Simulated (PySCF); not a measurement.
# CrH12O6 (+3): ligand-field states, part 1 of 2

What do calculations give for the ligand-field states of CrH12O6 (+3)?

Programs: PySCF 2.14.0, with routines of our own; each step states its level. All values are computed. Atoms count from 0.

## 1. The starting structure

19 atoms, charge 3, states of the metal's open shell are computed; geometry from: model geometry, bond lengths from ionic radii.

## 2. Ligand-field states: state-averaged CASSCF

The job: settings as JSON, then the geometry in Å.

```
{"job": {"kind": "lf", "basis": {"metal": "x2c-TZVPall", "ligand": "x2c-SVPall"}, "nevpt": true}, "charge": 3, "metal": "Cr", "open_shell": "d3"}
Cr     0.000000     0.000000     0.000000
O      0.000000     0.000000     1.975000
H      0.775000     0.000000     2.550000
H     -0.775000     0.000000     2.550000
O      0.000000     0.000000    -1.975000
H      0.775000     0.000000    -2.550000
H     -0.775000     0.000000    -2.550000
O      1.975000     0.000000     0.000000
H      2.550000     0.775000     0.000000
H      2.550000    -0.775000     0.000000
O     -1.975000     0.000000     0.000000
H     -2.550000     0.775000     0.000000
H     -2.550000    -0.775000     0.000000
O      0.000000     1.975000     0.000000
H      0.000000     2.550000     0.775000
H      0.000000     2.550000    -0.775000
O     -0.000000    -1.975000     0.000000
H     -0.000000    -2.550000     0.775000
H     -0.000000    -2.550000    -0.775000
```

Method: state-averaged CASSCF of the metal d shell, SC-NEVPT2 on the averaged canonical orbitals, state-interaction spin-orbit coupling.

Launch:

```bash
$ OMP_NUM_THREADS=1 python lf_run.py task.json out
```

The driver reads the jobs from task.json and runs them one after another.

What it wrote:

```text
basis functions 192, electrons 81, active (3e, 5o)
stage 1: DIIS on the effective Fock matrix, level shift 0.30
cycle   1  E = -1499.0082038627  dE = -1.499e+03  max|g| = 2.531e+00
cycle   2  E = -1500.8394321471  dE = -1.831e+00  max|g| = 2.259e+00
cycle   3  E = -1500.3771382137  dE =  4.623e-01  max|g| = 2.962e+00
cycle   4  E = -1504.6120453451  dE = -4.235e+00  max|g| = 3.542e-01
cycle   5  E = -1504.6901948384  dE = -7.815e-02  max|g| = 8.333e-02
cycle   6  E = -1504.6998983292  dE = -9.703e-03  max|g| = 3.979e-02
cycle   7  E = -1504.7016620123  dE = -1.764e-03  max|g| = 1.467e-02
cycle   8  E = -1504.7019907470  dE = -3.287e-04  max|g| = 8.461e-03
cycle   9  E = -1504.7019855631  dE =  5.184e-06  max|g| = 1.078e-02
cycle  10  E = -1504.7020479142  dE = -6.235e-05  max|g| = 7.895e-03
cycle  11  E = -1504.7020887900  dE = -4.088e-05  max|g| = 4.871e-03
cycle  12  E = -1504.7020923372  dE = -3.547e-06  max|g| = 4.312e-03
cycle  13  E = -1504.7020937004  dE = -1.363e-06  max|g| = 4.689e-03
cycle  14  E = -1504.7020914167  dE =  2.284e-06  max|g| = 4.301e-03
cycle  15  E = -1504.7020864158  dE =  5.001e-06  max|g| = 6.163e-03
cycle  16  E = -1504.7020802416  dE =  6.174e-06  max|g| = 6.584e-03
cycle  17  E = -1504.7020640871  dE =  1.615e-05  max|g| = 7.632e-03
cycle  18  E = -1504.7020408001  dE =  2.329e-05  max|g| = 8.886e-03
cycle  19  E = -1504.7020040819  dE =  3.672e-05  max|g| = 1.056e-02
cycle  20  E = -1504.7019475304  dE =  5.655e-05  max|g| = 1.272e-02
cycle  21  E = -1504.7018616045  dE =  8.593e-05  max|g| = 1.543e-02
cycle  22  E = -1504.7017330608  dE =  1.285e-04  max|g| = 1.875e-02
cycle  23  E = -1504.7015416291  dE =  1.914e-04  max|g| = 2.280e-02
cycle  24  E = -1504.7012602876  dE =  2.813e-04  max|g| = 2.762e-02
cycle  25  E = -1504.7007981853  dE =  4.621e-04  max|g| = 3.416e-02
stage 2: quasi-Newton rotations from the point of smallest gradient
cycle  27  E = -1504.7021235457  dE = -3.213e-05  max|g| = 1.615e-03
cycle  28  E = -1504.7021285511  dE = -5.005e-06  max|g| = 5.666e-04
cycle  29  E = -1504.7021289830  dE = -4.318e-07  max|g| = 1.225e-04
cycle  30  E = -1504.7021290093  dE = -2.632e-08  max|g| = 3.583e-05
cycle  31  E = -1504.7021290113  dE = -2.008e-09  max|g| = 8.641e-06
converged average energy = -1504.7021290113

 mult deg   label        CASSCF/cm-1   NEVPT2/cm-1
   4   1   4Ag                 0.0           0.0
   2   2   2Eg             19228.7       17466.7
   4   3   4Tg             15298.4       17561.0
   2   3   2Tg             20253.6       18553.5
   2   3   2Tg             27638.5       25599.5
   4   3   4Tg             23895.1       25945.8
   2   1   2Ag             31324.5       31989.8
   2   3   2Tg             34243.6       34899.8
   2   3   2Tg             35287.0       35699.7
   2   2   2Eg             37553.3       37198.3
   4   3   4Tg             37749.1       39181.0
   2   3   2Tg             41431.5       41387.2
   2   3   2Tg             48739.8       48118.9
   2   1   2Ag             52390.7       49409.9
   2   3   2Tg             49937.5       52671.2
   2   3   2Tg             54440.3       53235.5
   2   2   2Eg             58691.3       59055.8
   2   3   2Tg             61519.7       60844.0
   2   2   2Eg             80116.2       76919.3
   2   3   2Tg             82597.0       78063.8

spin-orbit levels / cm-1
      0.00  x4  4Ag 1.00
  17210.48  x4  2Eg 0.60 4Tg 0.40
  17459.94  x2  4Tg 1.00
  17527.06  x4  4Tg 0.98
  17597.80  x2  4Tg 0.97 2Tg 0.03
  17845.63  x4  4Tg 0.59 2Eg 0.38 2Tg 0.03
  18534.68  x4  2Tg 0.96
  18661.39  x2  2Tg 0.97 4Tg 0.03
  25466.89  x4  2Tg 0.79 4Tg 0.21
  25472.78  x2  2Tg 0.61 4Tg 0.39
  25936.32  x4  4Tg 0.85 2Tg 0.15
  26063.91  x4  4Tg 0.94 2Tg 0.06
  26080.62  x2  4Tg 0.61 2Tg 0.39
  26128.24  x2  4Tg 1.00
  32014.17  x2  2Ag 1.00
  34868.52  x2  2Tg 1.00
  34923.42  x4  2Tg 1.00
  35533.77  x2  2Tg 1.00
  35772.69  x4  2Tg 0.99
  37198.29  x4  2Eg 0.98
```

Run time: 19 s. Hardware: 1 thread of Arm Neoverse V2, shared host; peak memory 0.47 GiB.

From this job:

```csv
quantity,value
spin-orbit constant ζ,261 cm⁻¹
```

Powder susceptibility:

| T (K) | χT (cm³ K/mol) | μ(eff) |
| --- | --- | --- |
| 2 | 1.815 | 3.81 |
| 5 | 1.816 | 3.81 |
| 10 | 1.816 | 3.81 |
| 20 | 1.817 | 3.81 |
| 30 | 1.818 | 3.81 |
| 50 | 1.820 | 3.81 |
| 75 | 1.822 | 3.82 |
| 100 | 1.824 | 3.82 |
| 150 | 1.829 | 3.82 |
| 200 | 1.833 | 3.83 |
| 250 | 1.837 | 3.83 |
| 300 | 1.842 | 3.84 |

## 3. Ligand-field states: state-averaged CASSCF (axial bond length × 0.9)

The job: settings as JSON, then the geometry in Å.

```
{"job": {"kind": "lf", "basis": {"metal": "x2c-TZVPall", "ligand": "x2c-SVPall"}, "nevpt": true, "reuse": true}, "charge": 3, "metal": "Cr", "open_shell": "d3"}
Cr     0.000000     0.000000     0.000000
O      0.000000     0.000000     1.777500
H      0.775000     0.000000     2.352500
H     -0.775000     0.000000     2.352500
O      0.000000     0.000000    -1.777500
H      0.775000     0.000000    -2.352500
H     -0.775000     0.000000    -2.352500
O      1.975000     0.000000     0.000000
H      2.550000     0.775000     0.000000
H      2.550000    -0.775000     0.000000
O     -1.975000     0.000000     0.000000
H     -2.550000     0.775000     0.000000
H     -2.550000    -0.775000     0.000000
O      0.000000     1.975000     0.000000
H      0.000000     2.550000     0.775000
H      0.000000     2.550000    -0.775000
O     -0.000000    -1.975000     0.000000
H     -0.000000    -2.550000     0.775000
H     -0.000000    -2.550000    -0.775000
```

With the program's defaults for keys left out, this is: state-averaged CASSCF of the metal d shell, SC-NEVPT2 on the averaged canonical orbitals, state-interaction spin-orbit coupling.

What it wrote:

```text
basis functions 192, electrons 81, active (3e, 5o)
start from the orbitals of the previous structure
stage 1: DIIS on the effective Fock matrix, level shift 0.30
cycle   1  E = -1500.5082863844  dE = -1.501e+03  max|g| = 4.202e+00
cycle   2  E = -1504.4088284792  dE = -3.901e+00  max|g| = 4.640e-01
cycle   3  E = -1504.5780063988  dE = -1.692e-01  max|g| = 2.035e-01
cycle   4  E = -1504.6390577930  dE = -6.105e-02  max|g| = 5.279e-02
cycle   5  E = -1504.6407444885  dE = -1.687e-03  max|g| = 5.368e-02
cycle   6  E = -1504.6425107616  dE = -1.766e-03  max|g| = 2.093e-02
cycle   7  E = -1504.6428092844  dE = -2.985e-04  max|g| = 5.180e-03
cycle   8  E = -1504.6428425323  dE = -3.325e-05  max|g| = 2.918e-03
cycle   9  E = -1504.6428482287  dE = -5.696e-06  max|g| = 1.479e-03
cycle  10  E = -1504.6428494769  dE = -1.248e-06  max|g| = 1.278e-03
cycle  11  E = -1504.6428501417  dE = -6.648e-07  max|g| = 7.096e-04
cycle  12  E = -1504.6428503356  dE = -1.939e-07  max|g| = 6.192e-04
cycle  13  E = -1504.6428504143  dE = -7.872e-08  max|g| = 4.502e-04
cycle  14  E = -1504.6428504734  dE = -5.911e-08  max|g| = 2.947e-04
cycle  15  E = -1504.6428504769  dE = -3.486e-09  max|g| = 2.790e-04
cycle  16  E = -1504.6428504841  dE = -7.168e-09  max|g| = 2.394e-04
cycle  17  E = -1504.6428504843  dE = -2.437e-10  max|g| = 2.477e-04
cycle  18  E = -1504.6428504842  dE =  1.307e-10  max|g| = 2.525e-04
cycle  19  E = -1504.6428504853  dE = -1.115e-09  max|g| = 2.513e-04
cycle  20  E = -1504.6428504863  dE = -1.017e-09  max|g| = 2.471e-04
cycle  21  E = -1504.6428504864  dE = -1.085e-10  max|g| = 2.500e-04
cycle  22  E = -1504.6428504854  dE =  1.020e-09  max|g| = 2.527e-04
cycle  23  E = -1504.6428504841  dE =  1.354e-09  max|g| = 2.554e-04
cycle  24  E = -1504.6428504872  dE = -3.129e-09  max|g| = 2.414e-04
cycle  25  E = -1504.6428504892  dE = -2.037e-09  max|g| = 2.271e-04
cycle  26  E = -1504.6428505071  dE = -1.789e-08  max|g| = 8.485e-05
cycle  27  E = -1504.6428505107  dE = -3.620e-09  max|g| = 5.689e-05
cycle  28  E = -1504.6428505119  dE = -1.116e-09  max|g| = 4.631e-05
cycle  29  E = -1504.6428505122  dE = -3.838e-10  max|g| = 3.687e-05
cycle  30  E = -1504.6428505124  dE = -1.994e-10  max|g| = 2.948e-05
cycle  31  E = -1504.6428505126  dE = -1.794e-10  max|g| = 2.045e-05
cycle  32  E = -1504.6428505127  dE = -8.959e-11  max|g| = 1.485e-05
cycle  33  E = -1504.6428505127  dE = -3.593e-11  max|g| = 1.166e-05
cycle  34  E = -1504.6428505128  dE = -1.842e-11  max|g| = 8.841e-06
converged average energy = -1504.6428505128

 mult deg   label        CASSCF/cm-1   NEVPT2/cm-1
   4   1   4Ag                 0.0           0.0
   2   1   2Ag             18919.2       17110.6
   2   1   2Ag             19180.1       17345.5
   2   1   2B1g            19493.4       17386.8
   4   1   4B1g            15173.9       17476.2
   2   1   2B2g            19608.6       17479.7
   2   1   2B3g            20083.3       18298.6
   4   1   4B3g            17534.9       19151.4
   4   1   4B2g            19648.5       21871.9
   2   1   2B3g            27563.1       25388.7
   2   1   2B2g            28293.4       26465.5
   2   1   2B1g            28576.1       26565.1
   4   1   4B3g            26515.5       27801.4
   4   1   4B2g            28458.8       30689.4
   2   1   2Ag             32672.2       32831.5
   2   1   2B3g            34058.3       34159.0
   4   1   4B1g            31697.4       34593.8
   2   1   2B1g            34684.8       35173.0
   2   1   2B1g            35639.7       35768.2
   2   1   2B2g            36124.7       36857.9
   2   1   2Ag             39730.5       39490.8
   2   1   2B3g            40133.5       40166.0
   2   1   2Ag             41591.9       41444.4
   2   1   2B3g            42192.5       41722.7
   2   1   2B2g            42143.1       42444.5
   2   1   2B2g            44054.0       44634.0
   4   1   4B2g            42732.2       44786.8
   4   1   4B1g            44417.5       45590.3
   4   1   4B3g            44385.3       47331.8
   2   1   2B3g            50464.9       49194.4
   2   1   2B1g            48791.7       49527.7
   2   1   2B2g            50849.1       51087.0
   2   1   2Ag             55378.3       52543.1
   2   1   2B1g            57676.9       55403.2
   2   1   2B3g            56584.6       56379.9
   2   1   2B2g            56854.1       56427.1
   2   1   2B2g            56119.8       57037.5
   2   1   2B1g            55226.3       58107.1
   2   1   2Ag             63015.0       60589.7
   2   1   2B3g            58803.3       61536.1
   2   1   2B1g            62659.3       63703.5
   2   1   2B2g            66087.4       65591.2
   2   1   2B1g            66632.5       65953.5
   2   1   2Ag             65378.1       66074.6
   2   1   2B3g            68087.8       68270.4
   2   1   2B1g            82661.7       78502.6
   2   1   2Ag             86244.4       83048.5
   2   1   2B2g            91950.7       88191.6
   2   1   2Ag             88664.5       89082.3
   2   1   2B3g            94423.8       91197.6

spin-orbit levels / cm-1
      0.00  x2  4Ag 1.00
      0.43  x2  4Ag 1.00
  16971.47  x2  2Ag 0.79 4B1g 0.20
  17278.13  x2  2Ag 0.58 2B1g 0.35 2B2g 0.05
  17335.20  x2  2B2g 0.39 2Ag 0.32 2B1g 0.22
  17445.98  x2  4B1g 0.65 2B1g 0.23 2B2g 0.07
  17529.87  x2  4B1g 0.52 2B2g 0.26 2B1g 0.12
  17621.99  x2  4B1g 0.54 2B2g 0.21 2Ag 0.16
  18302.72  x2  2B3g 0.98
  19172.43  x2  4B3g 0.99
  19205.64  x2  4B3g 0.97
  21881.11  x2  4B2g 1.00
  21889.86  x2  4B2g 0.99
  25407.89  x2  2B3g 0.99
  26420.10  x2  2B2g 0.70 2B1g 0.30
  26598.68  x2  2B1g 0.68 2B2g 0.30
  27805.59  x2  4B3g 0.99
  27827.75  x2  4B3g 0.98
  30698.69  x2  4B2g 0.99
  30722.00  x2  4B2g 0.99
  32847.39  x2  2Ag 0.99
  34163.49  x2  2B3g 0.99
  34606.80  x2  4B1g 0.99
  34610.72  x2  4B1g 1.00
  35183.82  x2  2B1g 1.00
  35771.54  x2  2B1g 0.99
  36873.34  x2  2B2g 0.99
  39498.61  x2  2Ag 0.99
  40159.31  x2  2B3g 0.99
  41456.92  x2  2Ag 0.99
```

It took 17 s on 1 thread of Arm Neoverse V2, shared host; peak memory 0.49 GiB.

Key values:

```csv
quantity,value
spin-orbit constant ζ,258 cm⁻¹
```

Powder susceptibility:

```csv
T (K),χT (cm³ K/mol),μ(eff)
2,1.819,3.81
20,1.827,3.82
100,1.833,3.83
300,1.847,3.84
```

## 4. Ligand-field states: state-averaged CASSCF (axial bond length × 0.95)

The job, as its differences from that of step 3:

```diff
@@ -2,8 +2,8 @@
 Cr     0.000000     0.000000     0.000000
-O      0.000000     0.000000     1.777500
-H      0.775000     0.000000     2.352500
-H     -0.775000     0.000000     2.352500
-O      0.000000     0.000000    -1.777500
-H      0.775000     0.000000    -2.352500
-H     -0.775000     0.000000    -2.352500
+O      0.000000     0.000000     1.876200
+H      0.775000     0.000000     2.451200
+H     -0.775000     0.000000     2.451200
+O      0.000000     0.000000    -1.876200
+H      0.775000     0.000000    -2.451200
+H     -0.775000     0.000000    -2.451200
 O      1.975000     0.000000     0.000000
```

Level: state-averaged CASSCF of the metal d shell, SC-NEVPT2 on the averaged canonical orbitals, state-interaction spin-orbit coupling.

What it wrote:

```text
basis functions 192, electrons 81, active (3e, 5o)
start from the orbitals of the previous structure
stage 1: DIIS on the effective Fock matrix, level shift 0.30
cycle   1  E = -1503.0398333673  dE = -1.503e+03  max|g| = 3.319e+00
cycle   2  E = -1504.6250070544  dE = -1.585e+00  max|g| = 2.979e-01
cycle   3  E = -1504.6761188135  dE = -5.111e-02  max|g| = 6.230e-02
cycle   4  E = -1504.6742535547  dE =  1.865e-03  max|g| = 8.911e-02
cycle   5  E = -1504.6791225527  dE = -4.869e-03  max|g| = 5.181e-02
cycle   6  E = -1504.6817717409  dE = -2.649e-03  max|g| = 5.771e-03
cycle   7  E = -1504.6817767958  dE = -5.055e-06  max|g| = 7.764e-03
cycle   8  E = -1504.6818086811  dE = -3.189e-05  max|g| = 7.186e-03
cycle   9  E = -1504.6818141042  dE = -5.423e-06  max|g| = 7.421e-03
cycle  10  E = -1504.6818202422  dE = -6.138e-06  max|g| = 6.999e-03
cycle  11  E = -1504.6818258696  dE = -5.627e-06  max|g| = 6.521e-03
cycle  12  E = -1504.6818303197  dE = -4.450e-06  max|g| = 6.085e-03
cycle  13  E = -1504.6818330641  dE = -2.744e-06  max|g| = 5.825e-03
cycle  14  E = -1504.6818354288  dE = -2.365e-06  max|g| = 5.578e-03
cycle  15  E = -1504.6818400979  dE = -4.669e-06  max|g| = 5.423e-03
cycle  16  E = -1504.6818379891  dE =  2.109e-06  max|g| = 5.269e-03
cycle  17  E = -1504.6818360796  dE =  1.909e-06  max|g| = 5.853e-03
cycle  18  E = -1504.6818342303  dE =  1.849e-06  max|g| = 6.005e-03
cycle  19  E = -1504.6818313300  dE =  2.900e-06  max|g| = 6.294e-03
cycle  20  E = -1504.6818279591  dE =  3.371e-06  max|g| = 6.821e-03
cycle  21  E = -1504.6818242963  dE =  3.663e-06  max|g| = 7.749e-03
cycle  22  E = -1504.6818209832  dE =  3.313e-06  max|g| = 8.546e-03
cycle  23  E = -1504.6818140662  dE =  6.917e-06  max|g| = 9.597e-03
cycle  24  E = -1504.6818006650  dE =  1.340e-05  max|g| = 1.106e-02
cycle  25  E = -1504.6817784873  dE =  2.218e-05  max|g| = 1.313e-02
cycle  26  E = -1504.6817586378  dE =  1.985e-05  max|g| = 1.516e-02
stage 2: quasi-Newton rotations from the point of smallest gradient
cycle  28  E = -1504.6818565974  dE = -1.861e-05  max|g| = 1.147e-03
cycle  29  E = -1504.6818592270  dE = -2.630e-06  max|g| = 5.622e-04
cycle  30  E = -1504.6818595097  dE = -2.827e-07  max|g| = 1.344e-04
cycle  31  E = -1504.6818595244  dE = -1.465e-08  max|g| = 3.066e-05
cycle  32  E = -1504.6818595255  dE = -1.126e-09  max|g| = 8.788e-06
converged average energy = -1504.6818595255

 mult deg   label        CASSCF/cm-1   NEVPT2/cm-1
   4   1   4Ag                 0.0           0.0
   2   1   2Ag             19105.8       17321.5
   2   1   2Ag             19235.7       17441.8
   4   1   4B1g            15225.2       17501.8
   2   1   2B1g            20061.9       18263.9
   2   1   2B2g            20127.9       18314.5
   2   1   2B3g            20199.4       18459.5
   4   1   4B3g            16852.0       19016.2
   4   1   4B2g            17750.0       20161.1
   2   1   2B3g            27710.0       25596.5
   2   1   2B2g            27911.3       25876.4
   2   1   2B1g            28050.7       25922.3
   4   1   4B3g            24870.4       26409.2
   4   1   4B2g            25547.8       27536.3
   4   1   4B1g            27484.7       29975.7
   2   1   2Ag             32376.5       32983.4
   2   1   2B1g            34524.7       35123.2
   2   1   2B3g            34724.4       35213.5
   2   1   2B1g            35562.9       35823.2
   2   1   2B2g            35514.6       36271.1
   2   1   2B3g            37457.6       37986.9
   2   1   2Ag             38596.9       38294.2
   2   1   2Ag             39309.7       39091.7
   2   1   2B2g            38426.5       39172.0
   2   1   2B3g            41893.5       41514.4
   4   1   4B2g            39965.7       41780.5
   4   1   4B1g            40760.4       42145.9
   2   1   2B2g            42634.7       42602.5
   4   1   4B3g            40534.7       42761.9
   2   1   2B1g            44691.2       45081.5
   2   1   2B3g            49379.7       48354.2
   2   1   2B2g            49489.7       49210.1
   2   1   2Ag             53778.3       50916.9
   2   1   2B1g            53130.4       51542.3
   2   1   2B2g            55575.1       54392.3
   2   1   2B1g            52377.1       55229.3
   2   1   2B2g            52812.3       55229.4
   2   1   2B3g            55812.0       55412.7
   2   1   2B3g            53677.5       56265.5
   2   1   2B1g            58207.2       58637.6
   2   1   2Ag             61078.5       60357.6
   2   1   2Ag             61689.8       61898.2
   2   1   2B2g            63747.1       63225.3
   2   1   2B1g            63884.6       63278.6
   2   1   2B3g            64510.3       64285.4
   2   1   2B1g            82244.5       77683.7
   2   1   2Ag             82857.9       79852.6
   2   1   2Ag             83460.7       81950.6
   2   1   2B2g            86534.1       82360.8
   2   1   2B3g            87550.6       83619.0

spin-orbit levels / cm-1
      0.00  x2  4Ag 1.00
      0.26  x2  4Ag 1.00
  17133.99  x2  2Ag 0.67 4B1g 0.32
  17392.24  x2  2Ag 0.96
  17490.94  x2  4B1g 0.97
  17655.06  x2  4B1g 0.66 2Ag 0.31
  18207.04  x2  2B1g 0.66 2B2g 0.32
  18323.35  x2  2B2g 0.59 2B1g 0.31 4B3g 0.04
  18461.44  x2  2B3g 0.93
  19049.52  x2  4B3g 0.97
  19080.81  x2  4B3g 0.94 2B2g 0.03
  20174.73  x2  4B2g 0.99
  20191.18  x2  4B2g 0.98
  25592.72  x2  2B3g 0.97
  25810.21  x2  2B1g 0.50 2B2g 0.44 4B3g 0.04
  25900.43  x2  2B2g 0.48 2B1g 0.38 4B3g 0.11
  26429.44  x2  4B3g 0.95
  26490.68  x2  4B3g 0.87 2B1g 0.09 2B2g 0.04
  27561.07  x2  4B2g 0.99
  27591.94  x2  4B2g 0.97
  29986.63  x2  4B1g 0.99
  30001.04  x2  4B1g 1.00
  33007.60  x2  2Ag 0.99
  35116.56  x2  2B1g 0.88 2B3g 0.12
  35227.44  x2  2B3g 0.87 2B1g 0.12
  35820.08  x2  2B1g 0.98
  36284.92  x2  2B2g 0.98
  37983.04  x2  2B3g 0.99
  38300.77  x2  2Ag 0.99
  39079.02  x2  2Ag 0.81 2B2g 0.18
```

Run time: 16 s. Hardware: 1 thread of Arm Neoverse V2, shared host; peak memory 0.49 GiB.

Key values:

```csv
quantity,value
spin-orbit constant ζ,260 cm⁻¹
```

Powder susceptibility:

```
T (K)  χT (cm³ K/mol)  μ(eff)
    2           1.819    3.81
   20           1.823    3.82
  100           1.829    3.82
  300           1.845    3.84
```

(Continued in part 2 of 2.)
